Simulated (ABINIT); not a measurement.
Mg2PbN2:

```xyz
5
Lattice="3.6269 0.0000 0.0000 -1.8134 3.1410 0.0000 0.0000 0.0000 6.5659" Properties=species:S:1:pos:R:3 pbc="T T T"
Pb    0.0000    0.0000    3.2829
Mg    0.0000    2.0940    5.6547
Mg    1.8134    1.0470    0.9112
N     0.0000    2.0940    1.3299
N     1.8134    1.0470    5.2360
```

The cell comes from a database or a generator and needn't be the stable form of this composition.

```yaml
Program: ABINIT 10.8.3 (patched build)
Task: single point
Functional: PBE
Potentials_or_basis: JTH PAW PBE v2.0
Cutoff: 707 eV
k_mesh: 9 × 9 × 4
Occupations: fermi-dirac, width 0.05 eV
Spin: no spin polarisation
```

On this cell: pressure -0.3 GPa; largest force 0.011 eV/Å; band gap on the k mesh none (metal or under the smearing width).

The same run follows on a disturbed copy (atoms moved at random, drawn with an rms of 0.05 Å):

```xyz
5
Lattice="3.6269 0.0000 0.0000 -1.8134 3.1410 0.0000 0.0000 0.0000 6.5659" Properties=species:S:1:pos:R:3 pbc="T T T"
Pb   -0.0062   -0.0206    3.2332
Mg    0.0365    2.1084    5.6189
Mg    1.8296    1.0297    0.8535
N    -0.0070    2.0666    1.2944
N     1.8079    1.0091    5.2014
```

Task: What changes?

Result: The energy (extrapolated to zero smearing) moves by +3.7 meV/atom; pressure -0.2 GPa; largest force 0.496 eV/Å; band gap on the k mesh none (metal or under the smearing width).

Forces in eV/Å, atoms in the order of the input:
```
Pb   0.045  0.035  0.000
Mg  -0.276 -0.400 -0.096
Mg  -0.128 -0.022  0.126
N    0.157  0.074 -0.006
N    0.202  0.314 -0.023
```

Stress tensor (GPa, compression positive):
```
-0.62 -0.17  0.10
-0.17  0.31  0.01
 0.10  0.01 -0.24
```
